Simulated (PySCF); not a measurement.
# MP2/3-21G run of CH7GaN2 (SMILES C=[N][GaH2-][NH3+])

Aim: a geometry optimisation of CH7GaN2. The job is set up through a Python script.

The calculation is run with PySCF 2.14.0.

1 further run of the same task is left out (it didn't finish).

### Step 1. The structure to begin with

CH7GaN2: 11 atoms, total charge 0, spin state singlet. As SMILES, `C=[N][GaH2-][NH3+]`. The shape comes from GFN2-xTB, which is rough for such elements, and wasn't checked as a minimum. This is one conformer, not always the lowest. The run starts from this shape.

Bond lengths: C1–N2 1.250 Å, N2–Ga3 1.845 Å, Ga3–N4 2.144 Å, C1–H5 1.097 Å, C1–H6 1.098 Å, Ga3–H7 1.548 Å, Ga3–H8 1.540 Å, N4–H9 1.018 Å, N4–H10 1.021 Å, N4–H11 1.019 Å. Some angles: C1–N2–Ga3 145.5°, N2–Ga3–N4 90.7°, N2–C1–H5 125.5°, N2–C1–H6 120.2°, N2–Ga3–H7 126.7°, N2–Ga3–H8 109.9°, N4–Ga3–H7 102.4°, N4–Ga3–H8 98.6°, Ga3–N4–H9 118.1°, Ga3–N4–H10 100.8°.

### Step 2. A geometry optimisation at MP2/3-21G

The input, run.py:

```python
from pyscf import gto, mp
from pyscf.geomopt.geometric_solver import kernel as optimise

mol = gto.Mole()
mol.atom = '''
C     -1.776626     3.931254     0.748728
N     -1.127259     1.661353     0.652655
Ga     1.346014    -0.657455     1.468223
N      0.505880    -2.801424    -1.866067
H     -0.585853     5.497591     1.401326
H     -3.672343     4.501838     0.130316
H      4.239298    -0.275900     1.255402
H      0.333197    -2.528775     3.454363
H      1.150031    -4.611102    -1.966336
H     -1.421943    -2.834721    -1.797186
H      1.009624    -1.882659    -3.481442
'''
mol.verbose = 3
mol.unit = 'bohr'
mol.max_memory = 1860
mol.basis = '3-21g'
mol.build()

mf = mol.RHF()
mf.conv_tol = 1e-10
mf.kernel()
if not mf.converged:
    mf = mf.newton().run(mf.mo_coeff, mf.mo_occ)
pt = mp.MP2(mf, frozen=12).run()
converged, mol_eq = optimise(pt, maxsteps=60, convergence_set='GAU_TIGHT')
print('converged:', converged)
print(mol_eq.tostring())

mf.reset(mol_eq)
mol = mol_eq
mf.kernel()
if not mf.converged:
    mf = mf.newton().run(mf.mo_coeff, mf.mo_occ)
pt = mp.MP2(mf, frozen=12).run()
etot = pt.e_tot
print('E(%s) = %.9f' % ('MP2', etot))
```

Command:

```
$ OMP_NUM_THREADS=1 python run.py
```

Output:

```text
converged SCF energy = -2063.8548827062
E(RMP2) = -2064.2095071374  E_corr = -0.354624431205796
E(SCS-RMP2) = -2064.21378531483  E_corr = -0.358902608630013

convergence_set           GAU_TIGHT
maxiter                   60
----------------------------------------------------------
Custom engine selected.
Bonds will be generated from interatomic distances less than 1.20 times sum of covalent radii
33 internal coordinates being used (instead of 33 Cartesians)
Internal coordinate system (atoms numbered from 1):
Distance 1-2
Distance 1-5
Distance 1-6
Distance 2-3
Distance 3-4
Distance 3-7
Distance 3-8
Distance 4-9
Distance 4-10
Distance 4-11
Angle 2-1-6
Angle 5-1-6
Angle 1-2-3
Angle 2-3-4
Angle 2-3-8
Angle 4-3-7
Angle 4-3-8
Angle 7-3-8
Angle 3-4-9
Angle 3-4-10
Angle 3-4-11
Angle 9-4-10
Angle 9-4-11
Angle 10-4-11
Out-of-Plane 1-2-5-6
Out-of-Plane 3-2-7-8
Dihedral 5-1-2-3
Dihedral 6-1-2-3
Dihedral 1-2-3-4
[... 50 lines left out ...]
Step    0 : Gradient = 1.743e-02/3.226e-02 (rms/max) Energy = -2064.2095071351
[... 79 lines left out ...]
converged SCF energy = -2063.85935509237
[... 91 lines left out ...]
converged SCF energy = -2063.85939626018
[... 91 lines left out ...]
converged SCF energy = -2063.85998823095
[... 92 lines left out ...]
converged SCF energy = -2063.86028521303
[... 91 lines left out ...]
converged SCF energy = -2063.86088133298
[... 91 lines left out ...]
converged SCF energy = -2063.86073246242
[... 91 lines left out ...]
converged SCF energy = -2063.86072789977
[... 60 lines left out ...]
Converged! =D
[... 1 line left out ...]
converged: True
C          -1.02632227        2.00041611        0.44204594
N          -0.52191653        0.87435753        0.10598834
Ga          0.79049924       -0.36125477        0.64037419
[... 7 lines of this table left out ...]
H           0.96225823       -1.62206591       -1.67807285
converged SCF energy = -2063.86072797044
E(RMP2) = -2064.21992616024  E_corr = -0.359198189796355
E(SCS-RMP2) = -2064.223921366  E_corr = -0.363193395557891
E(MP2) = -2064.219926160
```

Run time: 2 min. Hardware: 1 thread of Arm Neoverse V1, shared host; peak memory 0.35 GiB.

Step by step:

| step | energy from the first frame kept (eV) | largest force (eV/Å) |
| --- | --- | --- |
| 0 | 0.0000 | 1.6590 |
| 2 | -0.2003 | 0.3158 |
| 4 | -0.2146 | 0.1853 |
| 6 | -0.2240 | 0.0935 |
| 8 | -0.2278 | 0.0570 |
| 10 | -0.2311 | 0.0482 |
| 12 | -0.2378 | 0.1660 |
| 14 | -0.2436 | 0.3676 |
| 16 | -0.2678 | 0.2798 |
| 18 | -0.2807 | 0.0963 |
| 20 | -0.2830 | 0.0471 |
| 22 | -0.2835 | 0.0104 |
| 24 | -0.2835 | 0.0011 |
| 26 | -0.2835 | 0.0013 |
| 28 | -0.2835 | 0.0002 |
| 30 | -0.2835 | 0.0000 |

After the run. Bond lengths: C1–N2 1.279 Å, N2–Ga3 1.880 Å, Ga3–N4 2.035 Å, C1–H5 1.104 Å, C1–H6 1.101 Å, Ga3–H7 1.606 Å, Ga3–H8 1.606 Å, N4–H9 1.024 Å, N4–H10 1.034 Å, N4–H11 1.024 Å. Some angles: C1–N2–Ga3 141.2°, N2–Ga3–N4 87.6°, N2–C1–H5 125.9°, N2–C1–H6 121.8°, N2–Ga3–H7 116.5°, N2–Ga3–H8 116.5°, N4–Ga3–H7 104.8°, N4–Ga3–H8 104.8°, Ga3–N4–H9 115.6°, Ga3–N4–H10 94.5°.

### Step 3. Outcome

At MP2/3-21G, 12 core orbitals frozen:

| quantity | value |
| --- | --- |
| total energy at the end | -2064.21993 Eh |
| dipole moment (Hartree–Fock density) | 4.27 D |
| HOMO energy (Hartree–Fock orbitals) | -8.79 eV |
| LUMO energy (Hartree–Fock orbitals) | 3.59 eV |
| HOMO–LUMO gap (Hartree–Fock orbitals) | 12.38 eV |
| correlation energy (12 core orbitals frozen) | -359.2 mEh |

What this shows: At the final geometry: Bond lengths: C1–N2 1.279 Å, N2–Ga3 1.880 Å, Ga3–N4 2.035 Å, C1–H5 1.104 Å, C1–H6 1.101 Å, Ga3–H7 1.606 Å, Ga3–H8 1.606 Å, N4–H9 1.024 Å, N4–H10 1.034 Å, N4–H11 1.024 Å. Some angles: C1–N2–Ga3 141.2°, N2–Ga3–N4 87.6°, N2–C1–H5 125.9°, N2–C1–H6 121.8°, N2–Ga3–H7 116.5°, N2–Ga3–H8 116.5°, N4–Ga3–H7 104.8°, N4–Ga3–H8 104.8°, Ga3–N4–H9 115.6°, Ga3–N4–H10 94.5°. The optimisation took 30 steps and changed the energy by -0.284 eV.
